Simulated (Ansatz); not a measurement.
**SiHBr+ (doublet): the correlation ladder, cc-pVDZ**

The task here is to estimate one member of a computed series from the others.

Method: cc-pVDZ, core rule «outside noble gas», up to 19 orbitals frozen; program: Ansatz 0.2.0, Gaussian basis.

To be run: UHF; CCSD(T) on ROHF; CCSD(T) on UHF; BCCD(T) on ROHF; CISD; CCSDT(Q) on ROHF; CCSDT(Q) on UHF; CASSCF and MRCISD+Q, 11 electrons in 9 orbitals; CASSCF and NEVPT2, 11 electrons in 9 orbitals.

21 further runs of the same task are left out: 11 that didn't finish, 10 set aside as unsound or not needed.

### The system

The geometry is a PBE0/def2-TZVP stationary point (not a proven minimum) of the parent state, kept for this charge and spin. No spin-orbit coupling is included. The filled d shell of Br may be among the frozen orbitals whatever the setting's name suggests; the logs give the count.

3 atoms, charge 1, spin multiplicity 2.

Atoms are counted from 1 here; the program's logs count them from 0.

Bond lengths: Si1–Br2 2.245 Å, Si1–H3 1.527 Å. Angles: Br2–Si1–H3 94.0°.

Set-up of the first run:

in.yaml

```yaml
crystal:
  periodic: [false, false, false]
  atoms:
    - {symbol: Si, position_ang: [0.000000, -0.096101, 1.642041]}
    - {symbol: Br, position_ang: [0.000000, 0.015864, -0.600171]}
    - {symbol: H, position_ang: [0.000000, 1.420182, 1.824017]}
basis:
  gaussian: {orbitals: cc-pVDZ}
total_charge: 1
magnetization: {spin_polarized: true, initial_magnetization: 1}
hamiltonian: {xc: hf}
output: {orbitals: {seedname: orbitals}}
```

Command:

```bash
$ ansatz run in.yaml --threads 1 --pin off --events-out ev --progress --plain --max-ram 2393MiB
```

Among the steps run: UHF; CCSD(T) on ROHF; CCSD(T) on UHF; BCCD(T) on ROHF; CISD; CCSDT(Q) on ROHF; CCSDT(Q) on UHF; CASSCF and MRCISD+Q, 11 electrons in 9 orbitals; CASSCF and NEVPT2, 11 electrons in 9 orbitals.

One of the session's tables, all rows but one given; the rest of the session is left out.

It belongs to the step «Misses and costs». 

```
          method  from UCCSDT(Q) (kcal/mol)
            ROHF                    +137.45
             UHF                          ?
            RMP2                     +24.12
            UMP2                     +23.51
            CISD                     +17.06
           RCCSD                      +6.45
           UCCSD                      +6.36
        RCCSD(T)                      +1.39
        UCCSD(T)                      +1.44
         BCCD(T)                      +1.50
          RCCSDT                      +0.50
          UCCSDT                      +0.51
       RCCSDT(Q)                      +0.22
       UCCSDT(Q)                          0
  CASSCF valence                    +100.01
  NEVPT2 valence                     +23.50
  MRCISD valence                      +8.27
MRCISD+Q valence                      +1.38
```

Q: Estimate the row for UHF from the others.

As computed: from UCCSDT(Q) (kcal/mol): +134.69. In the column «from UCCSDT(Q) (kcal/mol)» it lies between CASSCF valence (+100.01) and ROHF (+137.45).

To keep in mind: Restricted and unrestricted rows rest on different reference determinants; where their highest levels disagree by more than a few hundredths of an eV, they describe different states and don't form one ladder.
